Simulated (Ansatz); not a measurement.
O, space group P4/mmm, a convergence test of the k-point mesh

Computed with Ansatz 0.2.0 through its Python package.

The cells in order, each with its output:

**Cell 1**
```python
import ansatz
import pandas as pd
```

**Cell 2**
```python
material = (
    ansatz.Lattice.of((1.775591, 0.0, 0.0), (0.0, 1.775591, 0.0), (0.0, 0.0, 3.053051))
    .atom("O", (0.0, 0.0, 0.0))
)
```

**Cell 3**
```python
[site.symbol for site in material.resolved().sites]
```
Output:
```text
['O']
```

**Cell 4**
```python
calc = material.calculation()
calc = calc.functional("r2SCAN").occupations(ansatz.OccupationsMethod.FERMI_DIRAC, width=0.1)
calc = calc.scf(tolerance=1e-08)
calc = calc.forces().stress()

rows = []
for value in [0.9, 0.7, 0.55, 0.45, 0.35]:
    rep = calc.kpoints(spacing=value).run(threads=1).report
    rows.append((value, rep["free_energy_ev"] / len(rep["lattice"]["sites"]), rep["n_iterations"], sum(rep["stress_gpa"][i][i] for i in range(3)) / 3, max(abs(f) for row in rep["forces_ev_ang"] for f in row), rep["n_kpoints"]))
```
Output:
```text
DeckWarning: basis.ecutwfc = 500 eV, auto-derived from the records' recommended cutoffs: set by O (their level for a meta-GGA)
DeckWarning: output.stress: scf.convergence.dr2_threshold = 1e-8 eV is looser than the 1e-10 eV advised for a printed stress (1e-10 eV for each atom of the cell: 1). What an SCF threshold leaves in a stress goes as its square root, and in the free energy as the threshold itself, and one threshold admits the most on a [...]
```

**Cell 5**
```python
table = pd.DataFrame(rows, columns=["spacing (1/A)", "F/atom (eV)", "iterations", "P (GPa)", "max component (eV/A)", "k-points"])
table.round(5)
```
Output:
```text
   spacing (1/A)  F/atom (eV)  iterations  P (GPa)  max component (eV/A)  k-points
0           0.90   -563.48832           6  8.87332                   0.0        12
1           0.70   -564.12919           6 -2.21512                   0.0        20
2           0.55   -564.24487           6  1.78019                   0.0        30
3           0.45   -564.10531           6  0.85683                   0.0        45
4           0.35   -564.11077           6  1.61464                   0.0        84
```

**Cell 6**
```python
# the last row is the reference
for row in rows[:-1]:
    shift = 1000 * (row[1] - rows[-1][1])
    print(f"{row[0]}: {shift:+.2f} meV/atom" + ("  (within 1 meV)" if abs(shift) < 1 else ""))
```
Output:
```text
0.9: +622.46 meV/atom
0.7: -18.41 meV/atom
0.55: -134.09 meV/atom
0.45: +5.46 meV/atom
```

No spin polarisation was allowed. Forces vanish by symmetry here and test nothing. Pressure is positive in compression. This isn't the structure that O takes at ambient conditions. Warnings are shown shortened and without file and line. Shifts are counted from the finest mesh, which is itself no proven limit. The whole script took 4.1 s on 1 thread of Arm Neoverse V1 (shared host), peak memory 0.39 GiB.

(Lines on the test bed's own set-up are left out of the output.)
